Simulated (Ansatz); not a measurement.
Write a Python script for the Python package of Ansatz (0.2.0) that makes a geometry optimisation of C₂H₅FOSi, SMILES FC1C[SiH2]O1. Settings: CAM-B3LYP, cc-pVDZ basis, multiplicity 1.

```xyz
10

F    -1.7180   -0.0913   -1.0809
C    -1.0926    0.2552    0.0398
C     0.3089    0.8245   -0.1900
Si    0.9132   -0.9179    0.1525
O    -0.6961   -0.9411    0.7659
H    -1.6987    0.9287    0.6770
H     0.5632    1.2127   -1.1740
H     0.6937    1.5699    0.5676
H     0.9446   -1.7885   -0.9917
H     1.8649   -1.1034    1.2366
```

`c2h5fosi_opt.py`:
```python
import ansatz
import numpy as np

GEOMETRY = """
F    -1.71800   -0.09130   -1.08090
C    -1.09260    0.25520    0.03980
C     0.30890    0.82450   -0.19000
Si    0.91320   -0.91790    0.15250
O    -0.69610   -0.94110    0.76590
H    -1.69870    0.92870    0.67700
H     0.56320    1.21270   -1.17400
H     0.69370    1.56990    0.56760
H     0.94460   -1.78850   -0.99170
H     1.86490   -1.10340    1.23660
"""

c2h5fosi = ansatz.Crystal.molecule()
for line in GEOMETRY.strip().splitlines():
    symbol, *xyz = line.split()
    c2h5fosi = c2h5fosi.atom(symbol, [float(v) for v in xyz])

base = c2h5fosi.calculation().basis(gaussian="cc-pVDZ").functional("cam_b3lyp")
symbols = [site.symbol for site in c2h5fosi.cartesian_sites]
start = np.array([site.position_ang for site in c2h5fosi.cartesian_sites], dtype=float)
def progress(event):
    if event["event"] == "relax_step":
        row = event["data"]
        print(f"step {row['step']:3d}  E = {row['lagrangian_ev']:.6f} eV  largest force component {row['allowed_force_max_ev_ang']:.4f} eV/A")


report = base.relax(force_tolerance=0.02, max_steps=100).session().plan().execute(on_event=progress).report
end = np.array(report["positions_ang"])

for key in ("converged", "free_energy_ev", "reference_energy_ev", "n_frozen", "n_occupied", "n_virtual"):
    print(f"{key:22s} {report[key]}")

print("final positions (A) and the move of each atom")
for symbol, xyz, old in zip(symbols, end, start):
    print(f"{symbol:2s} {xyz[0]:10.5f} {xyz[1]:10.5f} {xyz[2]:10.5f}   {np.linalg.norm(xyz - old):7.4f}")
with open("c2h5fosi_opt.xyz", "w") as handle:
    handle.write(f"{len(symbols)}\nrelaxed C2H5FOSi\n")
    handle.writelines(f"{s:2s} {x:11.6f} {y:11.6f} {z:11.6f}\n" for s, (x, y, z) in zip(symbols, end))
```

Output of `python c2h5fosi_opt.py`:
```text
step   1  E = -14794.480097 eV  largest force component 2.5703 eV/A
step   2  E = -14794.819252 eV  largest force component 1.0787 eV/A
step   3  E = -14794.861219 eV  largest force component 0.4734 eV/A
step   4  E = -14794.867123 eV  largest force component 0.3423 eV/A
step   5  E = -14794.868704 eV  largest force component 0.3356 eV/A
step   6  E = -14794.879320 eV  largest force component 0.1884 eV/A
step   7  E = -14794.880986 eV  largest force component 0.0360 eV/A
step   8  E = -14794.881060 eV  largest force component 0.0143 eV/A
converged              True
free_energy_ev         -14794.881172569227
reference_energy_ev    -14794.881172569227
n_frozen               0
n_occupied             [24, 24]
n_virtual              [75, 75]
final positions (A) and the move of each atom
F    -1.84073    0.20107   -1.02724    0.3216
C    -1.05971    0.28246    0.10339    0.0766
C     0.34470    0.81443   -0.24979    0.0704
Si    0.88796   -0.94404    0.17276    0.0416
O    -0.78531   -1.01657    0.57532    0.2235
H    -1.63523    0.85325    0.84970    0.1989
H     0.40535    1.16679   -1.28628    0.1991
H     0.69806    1.59773    0.43339    0.1371
H     1.29599   -1.86649   -0.92437    0.3662
H     1.77203   -1.13984    1.35592    0.1555
```

It writes `c2h5fosi_opt.xyz`:
```text
10
relaxed C2H5FOSi
F    -1.840731    0.201075   -1.027240
C    -1.059711    0.282460    0.103394
C     0.344699    0.814425   -0.249792
Si    0.887959   -0.944039    0.172756
O    -0.785314   -1.016566    0.575323
H    -1.635235    0.853255    0.849704
H     0.405352    1.166790   -1.286282
H     0.698061    1.597726    0.433391
H     1.295990   -1.866487   -0.924375
H     1.772030   -1.139838    1.355921
```

Notes:
- Total energies depend on the basis set; only differences at equal settings carry meaning.
- The end point is the stationary point reached from this start; no frequency run checks that it is a minimum, and the basis set is modest.
- Finished in 57 s on 1 thread of AMD EPYC 7R43 64-Core Processor (Zen 3), on a shared host, peak memory 0.32 GiB.

(Lines on the test bed's own set-up are left out of the output.)
